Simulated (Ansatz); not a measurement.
# Si45Ge19: the cost of one run

Computed with Ansatz 0.2.0 (DFT LDA, scalar-relativistic, plane waves, PAW, unless a step's input says otherwise).

## 1. The starting structure

The structure is triclinic, space group P1 (No. 1). Conventional cell: a = 10.804 Å, b = 10.804 Å, c = 11.033 Å, α = 90.00°, β = 90.00°, γ = 90.00°. Si (site symmetry 1) is surrounded by 2 Si at 2.36 Å and 2 Ge at 2.36 Å. Si (site symmetry 1) is surrounded by 1 Ge at 2.36 Å and 3 Si at 2.36 Å. Around Ge (site symmetry 1) lie 4 Si at 2.36 Å. Si (site symmetry 1) has 4 Si at 2.36 Å as nearest neighbours. Around Si (site symmetry 1) lie 3 Ge at 2.36 Å and 1 Si at 2.36 Å. Only part of the 64 independent sites is listed.

As a file:

```
Si Ge
1.0
    10.80420    0.00000    0.00000
     0.00000   10.80420    0.00000
     0.00000    0.00000   11.03258
Si Ge
45 19
Direct
  0.00000 0.00000 0.00000
  0.00000 0.00000 0.50000
  0.00000 0.50000 0.50000
  0.50000 0.00000 0.00000
  0.50000 0.00000 0.50000
  0.50000 0.50000 0.00000
  0.50000 0.50000 0.50000
  0.00000 0.25000 0.25000
  0.00000 0.25000 0.75000
  0.00000 0.75000 0.25000
  0.00000 0.75000 0.75000
  0.50000 0.25000 0.25000
  0.25000 0.00000 0.75000
  0.25000 0.50000 0.25000
  0.75000 0.00000 0.75000
  0.75000 0.50000 0.25000
  0.75000 0.50000 0.75000
  0.25000 0.25000 0.00000
  0.25000 0.25000 0.50000
  0.25000 0.75000 0.00000
  0.25000 0.75000 0.50000
  0.75000 0.25000 0.00000
  0.75000 0.25000 0.50000
  0.12500 0.12500 0.62500
  0.12500 0.62500 0.12500
  0.12500 0.62500 0.62500
  0.62500 0.12500 0.12500
  0.62500 0.62500 0.12500
  0.62500 0.62500 0.62500
  0.12500 0.37500 0.37500
  0.12500 0.37500 0.87500
  0.12500 0.87500 0.37500
  0.12500 0.87500 0.87500
  0.62500 0.37500 0.37500
  0.37500 0.62500 0.37500
  0.37500 0.62500 0.87500
  0.87500 0.12500 0.37500
  0.87500 0.62500 0.37500
  0.87500 0.62500 0.87500
  0.37500 0.37500 0.62500
  0.37500 0.87500 0.12500
  0.37500 0.87500 0.62500
  0.87500 0.37500 0.12500
  0.87500 0.37500 0.62500
  0.87500 0.87500 0.12500
  0.00000 0.50000 0.00000
  0.50000 0.25000 0.75000
  0.50000 0.75000 0.25000
  0.50000 0.75000 0.75000
  0.25000 0.00000 0.25000
  0.25000 0.50000 0.75000
  0.75000 0.00000 0.25000
  0.75000 0.75000 0.00000
  0.75000 0.75000 0.50000
  0.12500 0.12500 0.12500
  0.62500 0.12500 0.62500
  0.62500 0.37500 0.87500
  0.62500 0.87500 0.37500
  0.62500 0.87500 0.87500
  0.37500 0.12500 0.37500
  0.37500 0.12500 0.87500
  0.87500 0.12500 0.87500
  0.37500 0.37500 0.12500
  0.87500 0.87500 0.62500
```

## 2. Relaxing cell and atoms: Si45Ge19, no spin

Input file input.yaml:

```yaml
crystal:
  lattice:
    - [10.8042, 0.0, 0.0]
    - [0.0, 10.8042, 0.0]
    - [0.0, 0.0, 11.03257815]
  atoms:
    - { symbol: Si, position: [0.0, 0.0, 0.0] }
    - { symbol: Si, position: [0.0, 0.0, 0.5] }
    - { symbol: Ge, position: [0.0, 0.5, 0.0] }
    - { symbol: Si, position: [0.0, 0.5, 0.5] }
    - { symbol: Si, position: [0.5, 0.0, 0.0] }
    - { symbol: Si, position: [0.5, 0.0, 0.5] }
    - { symbol: Si, position: [0.5, 0.5, 0.0] }
    - { symbol: Si, position: [0.5, 0.5, 0.5] }
    - { symbol: Si, position: [0.0, 0.25, 0.25] }
    - { symbol: Si, position: [0.0, 0.25, 0.75] }
    - { symbol: Si, position: [0.0, 0.75, 0.25] }
    - { symbol: Si, position: [0.0, 0.75, 0.75] }
    - { symbol: Si, position: [0.5, 0.25, 0.25] }
    - { symbol: Ge, position: [0.5, 0.25, 0.75] }
    - { symbol: Ge, position: [0.5, 0.75, 0.25] }
    - { symbol: Ge, position: [0.5, 0.75, 0.75] }
    - { symbol: Ge, position: [0.25, 0.0, 0.25] }
    - { symbol: Si, position: [0.25, 0.0, 0.75] }
    - { symbol: Si, position: [0.25, 0.5, 0.25] }
    - { symbol: Ge, position: [0.25, 0.5, 0.75] }
    - { symbol: Ge, position: [0.75, 0.0, 0.25] }
    - { symbol: Si, position: [0.75, 0.0, 0.75] }
    - { symbol: Si, position: [0.75, 0.5, 0.25] }
    - { symbol: Si, position: [0.75, 0.5, 0.75] }
    - { symbol: Si, position: [0.25, 0.25, 0.0] }
    - { symbol: Si, position: [0.25, 0.25, 0.5] }
    - { symbol: Si, position: [0.25, 0.75, 0.0] }
    - { symbol: Si, position: [0.25, 0.75, 0.5] }
    - { symbol: Si, position: [0.75, 0.25, 0.0] }
    - { symbol: Si, position: [0.75, 0.25, 0.5] }
    - { symbol: Ge, position: [0.75, 0.75, 0.0] }
    - { symbol: Ge, position: [0.75, 0.75, 0.5] }
    - { symbol: Ge, position: [0.125, 0.125, 0.125] }
    - { symbol: Si, position: [0.125, 0.125, 0.625] }
    - { symbol: Si, position: [0.125, 0.625, 0.125] }
    - { symbol: Si, position: [0.125, 0.625, 0.625] }
    - { symbol: Si, position: [0.625, 0.125, 0.125] }
    - { symbol: Ge, position: [0.625, 0.125, 0.625] }
    - { symbol: Si, position: [0.625, 0.625, 0.125] }
    - { symbol: Si, position: [0.625, 0.625, 0.625] }
    - { symbol: Si, position: [0.125, 0.375, 0.375] }
    - { symbol: Si, position: [0.125, 0.375, 0.875] }
    - { symbol: Si, position: [0.125, 0.875, 0.375] }
    - { symbol: Si, position: [0.125, 0.875, 0.875] }
    - { symbol: Si, position: [0.625, 0.375, 0.375] }
    - { symbol: Ge, position: [0.625, 0.375, 0.875] }
    - { symbol: Ge, position: [0.625, 0.875, 0.375] }
    - { symbol: Ge, position: [0.625, 0.875, 0.875] }
    - { symbol: Ge, position: [0.375, 0.125, 0.375] }
    - { symbol: Ge, position: [0.375, 0.125, 0.875] }
    - { symbol: Si, position: [0.375, 0.625, 0.375] }
    - { symbol: Si, position: [0.375, 0.625, 0.875] }
    - { symbol: Si, position: [0.875, 0.125, 0.375] }
    - { symbol: Ge, position: [0.875, 0.125, 0.875] }
    - { symbol: Si, position: [0.875, 0.625, 0.375] }
    - { symbol: Si, position: [0.875, 0.625, 0.875] }
    - { symbol: Ge, position: [0.375, 0.375, 0.125] }
    - { symbol: Si, position: [0.375, 0.375, 0.625] }
    - { symbol: Si, position: [0.375, 0.875, 0.125] }
    - { symbol: Si, position: [0.375, 0.875, 0.625] }
    - { symbol: Si, position: [0.875, 0.375, 0.125] }
    - { symbol: Si, position: [0.875, 0.375, 0.625] }
    - { symbol: Si, position: [0.875, 0.875, 0.125] }
    - { symbol: Ge, position: [0.875, 0.875, 0.625] }
scf:
  occupations: { method: gaussian, width: 0.05 }
output:
  forces: true
  stress: true
  eigenvalues: true
  write_density: true
  write_potential: true
  elf: true
  volumetric_format: npy
hamiltonian:
  xc: lda
kpoints:
  mp_grid: { grid: [2, 2, 2] }
relax:
  f_tol: 0.003
  cell: { stress_tol: 0.02, fix: [a, b, angles] }
```

The run is started by

```sh
ansatz run input.yaml --threads 6 --pin off --max-ram 12288MiB --backend cpu --events-out ev --progress --plain --runs-dir out
```

Q: Estimate wall time and peak memory on 6 threads of Intel Xeon 6975P-C (Granite Rapids), shared host.

About 2.2 min, with a peak of 8.9 GiB.
